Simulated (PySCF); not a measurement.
**The bond of BPd, level by level**

The task here is to estimate one member of a computed series from the others.

Program: PySCF 2.14.0. Level of theory: B def2-TZVPP, Pd def2-TZVPP with ECP28, scalar-relativistic core potentials. These are calculated values, not measurements.

The first run:

The job is set up so:

```json
{
  "atoms": "B, Pd",
  "charge": "0",
  "basis": "B def2-TZVPP, Pd def2-TZVPP with ECP28",
  "Hamiltonian": "scalar-relativistic core potentials",
  "basis functions": "87",
  "electrons treated": "23",
  "masses in u": "11.0093, 105.9035",
  "levels": "PBE0, PBE, r²SCAN, M06-L, BLYP, PW91, M06-2X, CAM-B3LYP, HF, MP2, SCS-MP2",
  "grid": "80 radial by 434 angular points",
  "occupations": "held fixed by the projection of orbital angular momentum",
  "dissociation limit": "B + Pd, each in its ground configuration",
  "starting distance in angstrom": "2.000",
  "values of 2S to try": "1, 3"
}
```

The run is started by

```
OMP_NUM_THREADS=1 python dia.py task.json out
```

Steps of the session up to this table: Input; First curve: PBE0; Higher solutions at PBE0; PBE; r²SCAN (meta-GGA); M06-L; BLYP (GGA); PW91 (GGA); M06-2X (hybrid meta-GGA); CAM-B3LYP; ROHF.

One of the session's tables, all rows but one given; the rest of the session is left out.

| level | Re (Å) | ωe (cm⁻¹) | De (eV) | μ (D) |
| --- | --- | --- | --- | --- |
| PBE | 1.777 | 784 | 4.61 | 1.24 |
| PW91 | 1.776 | 785 | 4.63 | 1.21 |
| BLYP | 1.787 | 765 | 4.31 | 1.14 |
| r²SCAN | 1.764 | 800 | 4.61 | 1.39 |
| M06-L | 1.795 | 758 | 4.08 | 1.42 |
| PBE0 | 1.770 | 772 | 3.90 | 1.45 |
| M06-2X | ? | ? | ? | ? |
| CAM-B3LYP | 1.767 | 764 | 3.58 | 1.53 |

Estimate the missing values for M06-2X.

The run gave: Re (Å): 1.747; ωe (cm⁻¹): 791; De (eV): 3.26; μ (D): 1.18. In the column «Re (Å)» it is the lowest.

De is counted to B + Pd in their ground configurations.

To keep in mind: The state is the lowest single determinant that the PBE0 search found; with open d or f shells the true ground state can be another one.
